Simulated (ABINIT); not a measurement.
Crystal: HfMoC2.

```
Hf Mo C
1.0
     3.19142    0.00000    0.00000
     0.00000    3.19142    0.00000
     0.00000    0.00000    4.48516
Hf Mo C
1 1 2
Cartesian
  0.0000 0.0000 0.0000
  1.5957 1.5957 2.2426
  1.5957 1.5957 0.0000
  0.0000 0.0000 2.2426
```

The cell comes from a database or a generator and needn't be the stable form of this composition.

Base run:

- Program: ABINIT 10.8.3 (patched build)
- Functional: PBEsol
- Potentials or basis: PseudoDojo NC SR PBEsol v0.4.1 standard
- Cutoff: 1116 eV
- k mesh: 8 × 8 × 6
- Occupations: fermi-dirac, width 0.05 eV
- Spin: no spin polarisation

Its results: band gap on the k mesh none (metal or under the smearing width); pressure -8.4 GPa.

Question: The run is repeated on the same cell with these changes: functional from PBEsol to PBE; potentials or basis from PseudoDojo NC SR PBEsol v0.4.1 standard to JTH PAW PBE v2.0; cutoff from 1116 eV to 517 eV. What comes out?

Answer: Band gap on the k mesh none (metal or under the smearing width); pressure -1.2 GPa.

Not every run made on this cell is shown here.
